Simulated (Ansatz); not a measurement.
# Ca4Ge3: the cost of one run

Method: DFT PBE, scalar-relativistic, plane waves, PAW, in Ansatz 0.2.0.

## Step 1: The starting structure

Symmetry: P6/mmm, No. 191, hexagonal system. Conventional cell: a = 6.005 Å, b = 6.005 Å, c = 5.961 Å, α = 90.00°, β = 90.00°, γ = 120.00°. Around Ca (site symmetry 6mm) lie 2 Ca at 2.86 to 3.10 Å. Ca (site symmetry -6m2) has 6 Ge at 3.45 Å and 9 Ca at 3.47 to 3.75 Å as nearest neighbours. Ge (site symmetry mmm) is surrounded by 4 Ge at 3.00 Å and 8 Ca at 3.38 to 3.45 Å.

Structure file:

```xyz
7
Lattice="6.0049 0.0000 0.0000 -3.0025 5.2004 0.0000 0.0000 0.0000 5.9610" Properties=species:S:1:pos:R:3 pbc="T T T"
Ca    0.0000    0.0000    1.5519
Ca    0.0000    0.0000    4.4092
Ca    0.0000    3.4669    2.9805
Ca    3.0025    1.7335    2.9805
Ge   -1.5012    2.6002    0.0000
Ge    3.0025    0.0000    0.0000
Ge    1.5012    2.6002    0.0000
```

A structure generator made this guess: species swapped into a database cell of Zr4Al3 (P6/mmm, No. 191), with Ca on the Zr sites and Ge on the Al sites. The dimensions are guesses.

## Step 2: Probe: one point on a coarse mesh

Contents of input.yaml:

```yaml
crystal:
  lattice:
    - [6.00491795, 0.0, 0.0]
    - [-3.00245897, 5.20041149, 0.0]
    - [0.0, 0.0, 5.9610255]
  atoms:
    - { symbol: Ca, position: [0.0, 0.0, 0.26033482] }
    - { symbol: Ca, position: [0.0, 0.0, 0.73966518] }
    - { symbol: Ca, position: [0.33333333, 0.66666667, 0.5] }
    - { symbol: Ca, position: [0.66666667, 0.33333333, 0.5] }
    - { symbol: Ge, position: [0.0, 0.5, 0.0] }
    - { symbol: Ge, position: [0.5, 0.0, 0.0] }
    - { symbol: Ge, position: [0.5, 0.5, 0.0] }
basis:
  ecutwfc: 420
kpoints:
  mp_grid: { grid: [3, 3, 4] }
hamiltonian:
  xc: pbe
scf:
  occupations: { method: gaussian, width: 0.1 }
  lower_state_search: "off"
output:
  forces: true
  stress: true
  eigenvalues: true
```

The run is started by

```console
$ ansatz run input.yaml --threads 1 --pin off --max-ram 2048MiB --backend cpu --events-out ev --progress --plain --runs-dir out
```

Q: Estimate wall time and peak memory on 1 thread of Arm Neoverse V1, shared host.

About 4.6 s, with a peak of 0.42 GiB.
